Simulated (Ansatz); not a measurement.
This script makes a ladder of basis sets of GaH6P, SMILES [PH3+][GaH3-] with Ansatz 0.2.0, Python API.

The script, `gah6p_basis.py`:
```python
# -*- coding: utf-8 -*-
import ansatz as az

GEOMETRY = """
P    -0.55320   -0.01810   -1.00030
Ga    0.55710   -0.04070    0.96100
H    -1.83200   -0.69840   -0.88770
H     0.25410   -0.53340   -2.03790
H    -0.89550    1.35700   -1.35500
H     0.76140    1.47740    1.51260
H     2.02620   -0.71520    0.71760
H    -0.22590   -0.88570    2.03400
"""

mol = az.Crystal.molecule()
for line in GEOMETRY.strip().splitlines():
    symbol, *xyz = line.split()
    mol = mol.atom(symbol, [float(v) for v in xyz])

model = mol.calculation().functional("b3lyp", dispersion="d4")

energies = {}
for basis in ["cc-pVDZ", "cc-pVTZ"]:
    report = model.basis(gaussian=basis).run().report
    size = report["n_frozen"] + report["n_occupied"][0] + report["n_virtual"][0]
    energies[basis] = (report["reference_energy_ev"] / 27.211386246, report["free_energy_ev"] / 27.211386246)
    print(f"{basis:14s} {size:4d} orbitals  reference {energies[basis][0]:14.6f} Ha  total {energies[basis][1]:14.6f} Ha")

last = energies["cc-pVTZ"][1]
for basis, (_, total) in energies.items():
    print(f"{basis:14s} lies {27.211386 * (total - last):9.4f} eV above cc-pVTZ")
```

How far does the total energy move along this ladder of basis sets?

Against cc-pVDZ: cc-pVTZ -94.0 mHa. The last step alone is -94.04 mHa. From the first set to the last the time grows from 2.6 to 7.4 s.

What the script printed:

`python gah6p_basis.py` gives:
```text
cc-pVDZ          75 orbitals  reference   -2269.786662 Ha  total   -2269.795622 Ha
cc-pVTZ         161 orbitals  reference   -2269.880701 Ha  total   -2269.889661 Ha
cc-pVDZ        lies    2.5590 eV above cc-pVTZ
cc-pVTZ        lies    0.0000 eV above cc-pVTZ
```

What to keep in mind:
- The drop along the ladder measures the basis error, and is no property of the molecule.
- The geometry is a force-field or estimated start, not a minimum of this method, and the last set is no limit. Much of the fall in a total is atomic energy, which cancels in bond and reaction energies.
- Total less reference energy is the dispersion correction.
- b3lyp holds the VWN-RPA fit, as in Gaussian; the form of ORCA and Turbomole is b3lyp5.
- For Al to Cl the sets with a tight d function, cc-pV(X+d)Z, are usual.
- Finished in 11 s on 1 thread of AMD EPYC 7R43 64-Core Processor (Zen 3), with other jobs on the host, peak memory 0.37 GiB.

(A comment or docstring line of the script was reworded after the run, the code is as it ran; lines on the test bed's own set-up are left out of the output.)
